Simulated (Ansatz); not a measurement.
LiCaF3, space group Pm-3m, Wannier functions of the valence bands

Computed with the Python package of Ansatz (0.2.0).

`licaf3.cif`
```cif
data_LiCaF3
_cell_length_a 3.761244
_cell_length_b 3.761244
_cell_length_c 3.761244
_cell_angle_alpha 90.00000
_cell_angle_beta 90.00000
_cell_angle_gamma 90.00000
_symmetry_space_group_name_H-M 'P 1'
_symmetry_Int_Tables_number 1
loop_
_symmetry_equiv_pos_as_xyz
'x, y, z'
loop_
_atom_site_label
_atom_site_type_symbol
_atom_site_fract_x
_atom_site_fract_y
_atom_site_fract_z
Li1 Li    0.500000    0.500000    0.500000
Ca2 Ca    0.000000    0.000000    0.000000
F3 F    0.000000    0.500000    0.500000
F4 F    0.500000    0.500000    0.000000
F5 F    0.500000    0.000000    0.500000
```

Interactive session:
```pycon
>>> from pathlib import Path
>>> import ansatz
>>> from ase.io import read
>>> import tomllib
>>> atoms = read("licaf3.cif")
>>> licaf3 = ansatz.Crystal.from_ase(atoms)
>>> job = licaf3.calculation()
>>> job = job.scf(tolerance=1e-08, max_iterations=80, self_checks="high")
>>> job = job.basis(530, density_ratio=6)
>>> job = job.functional("lda")
>>> job = job.kpoints(5)
>>> job = job.occupations("fixed")
>>> job = job.wannier(mesh=(4, 4, 4), projections=[ansatz.TrialShell("F", "p")], minimise=True)
>>> res = job.run(threads=1, pin="off", runs_dir="w90")

>>> spreads = tomllib.loads(Path(res.output_folder, "results", "wannier.spreads.toml").read_text())
>>> print("converged:", spreads["converged"], "in", spreads["n_iter"], "steps; least projectability", round(spreads["least_projectability"], 3))
converged: True in 7 steps; least projectability 0.951
>>> print("invariant, diagonal, off-diagonal spread (A^2):", *(round(spreads[k], 4) for k in ("omega_i_ang2", "omega_d_ang2", "omega_od_ang2")))
invariant, diagonal, off-diagonal spread (A^2): 5.7704 0.0 0.0184
>>> for function in spreads["wannier"]:
...     print("centre", [round(v, 3) for v in function["r"]], "spread", round(function["spread"], 4))
...
centre [0.0, 1.881, 1.881] spread 0.5614
centre [1.881, 1.881, 0.0] spread 0.5614
centre [1.881, 0.0, 1.881] spread 0.5614
centre [1.881, 0.0, 1.881] spread 0.6841
centre [1.881, 1.881, -0.0] spread 0.6841
centre [-0.0, 1.881, 1.881] spread 0.6841
centre [1.881, -0.0, 1.881] spread 0.6841
centre [-0.0, 1.881, 1.881] spread 0.6841
centre [1.881, 1.881, 0.0] spread 0.6841
```

What to keep in mind:
- The settings weren't tested for convergence.
- The structure comes from a database of computed cells and needn't be a stable or known phase.
- Finished in 3.8 s on 1 thread of Arm Neoverse V1, with other jobs on the host, peak memory 0.41 GiB.

(Lines on the test bed's own set-up are left out of the output.)
